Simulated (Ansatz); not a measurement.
# ZrB (sextet): wave-function methods side by side, def2-TZVPP

An exercise on one series of results from a longer session: the logs are not shown, and one member is left open.

Program: Ansatz 0.2.0, Gaussian basis. Level of theory: def2-TZVPP, core rule «outside noble gas», up to 5 orbitals frozen. These are calculated values, not measurements.

The runs, in order: UHF; ROHF; CCSD(T) on UHF.

## The system

The geometry is a PBE0/def2-TZVP stationary point (not a proven minimum). No spin-orbit coupling is included. Elements past krypton take def2 core potentials.

2 atoms, charge 0, spin multiplicity 6.

Atoms are counted from 1 here; the program's logs count them from 0.

Bond lengths: Zr1–B2 2.147 Å.

Geometry (Å):

```
Zr    0.0000    0.0000    0.0000
B     0.0000    0.0000    2.1472
```

The first run:

The input, in.yaml:

```yaml
crystal:
  periodic: [false, false, false]
  atoms:
    - {symbol: Zr, position_ang: [0.000000, 0.000000, 0.000000]}
    - {symbol: B, position_ang: [0.000000, 0.000000, 2.147200]}
basis:
  gaussian: {orbitals: def2-TZVPP}
magnetization: {spin_polarized: true, initial_magnetization: 5}
hamiltonian: {xc: hf}
output: {orbitals: {seedname: orbitals}}
```

The run is started by

```bash
$ ansatz run in.yaml --threads 1 --pin off --events-out ev --progress --plain --max-ram 4096MiB --backend cpu
```

Among the steps run: UHF; ROHF; CCSD(T) on UHF.

One table of the session follows, with a row left open; its other results are not shown here.

It belongs to the step «Misses and costs». 

| method | from UCCSD(T) (kJ/mol) |
| --- | --- |
| ROHF | +403.2 |
| UHF | ? |
| UMP2 | +74.6 |
| UCCSD | +25.5 |
| UCCSD(T) | 0 |

**Question.** Estimate the row for UHF.

**Answer.** from UCCSD(T) (kJ/mol): +390.8. In the column «from UCCSD(T) (kJ/mol)» it lies between UMP2 (+74.6) and ROHF (+403.2).

With the free atoms at the same levels and basis (separate runs), the atomisation energy is 2.378 eV at UCCSD(T), 1.878 eV at ROHF.
